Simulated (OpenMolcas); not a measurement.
# B97-D (no dispersion term)/3-21G run of CH3BF2 (borane,difluoromethyl)

Wanted: a geometry optimisation of CH3BF2 (borane,difluoromethyl). 

The results are computed with OpenMolcas 26.06.

## Step 1: The system as given

CH3BF2 has 7 atoms, charge 0, and is taken as a singlet. SMILES: `CB(F)F`. All atoms were displaced at random from a relaxed shape. The run starts from this shape.

Bond lengths: C1–B2 1.544 Å, B2–F3 1.471 Å, B2–F4 1.360 Å, C1–H5 1.136 Å, C1–H6 1.097 Å, C1–H7 1.049 Å. Angles: C1–B2–F3 128.6°, C1–B2–F4 119.7°, F3–B2–F4 111.6°, B2–C1–H5 102.3°, B2–C1–H6 115.3°, B2–C1–H7 112.1°, H5–C1–H6 108.7°, H5–C1–H7 106.6°, H6–C1–H7 111.0°.

## Step 2: A geometry optimisation at B97-D (no dispersion term)/3-21G

Contents of job.input:

```
* CH3BF2 Kohn-Sham DFT

&GATEWAY
  Coord
  7
  angstrom
  C       -0.171773       0.684059      -0.129537
  B        0.117225      -0.817673       0.083156
  F        0.721086      -1.479193       1.250310
  F       -0.281745      -1.719603      -0.853045
  H        0.169977       1.137660       0.853829
  H        0.384094       1.157280      -0.947727
  H       -1.199434       0.881003      -0.209356
  Basis
  3-21G
  Group
  NoSym
>>> EXPORT MOLCAS_MAXITER=50
>>> Do While

&SEWARD

&SCF
  KSDFT
  GGA_XC_B97_D
  PrOrbitals
  0

&SLAPAF
  NoLine
>>> EndDo
```

Command:

```console
$ export MOLCAS_MEM=1860
$ pymolcas job.input > job.log
```

**Question.** What will come out? Wanted: total energy at the end; dipole moment; HOMO energy; LUMO energy; HOMO–LUMO gap.

Computed results:

At B97-D (no dispersion term)/3-21G:

| quantity | value |
| --- | --- |
| total energy at the end | -263.01310 Eh |
| dipole moment | 1.76 D |
| HOMO energy | -8.36 eV |
| LUMO energy | -0.39 eV |
| HOMO–LUMO gap | 7.98 eV |

**Reading.** At the final geometry: Bond lengths: C1–B2 1.569 Å, B2–F3 1.365 Å, B2–F4 1.367 Å, C1–H5 1.099 Å, C1–H6 1.105 Å, C1–H7 1.104 Å. Angles: C1–B2–F3 123.5°, C1–B2–F4 122.2°, F3–B2–F4 114.3°, B2–C1–H5 112.7°, B2–C1–H6 110.5°, B2–C1–H7 110.8°, H5–C1–H6 108.1°, H5–C1–H7 108.3°, H6–C1–H7 106.1°. The optimisation took 6 steps and changed the energy by -0.398 eV.
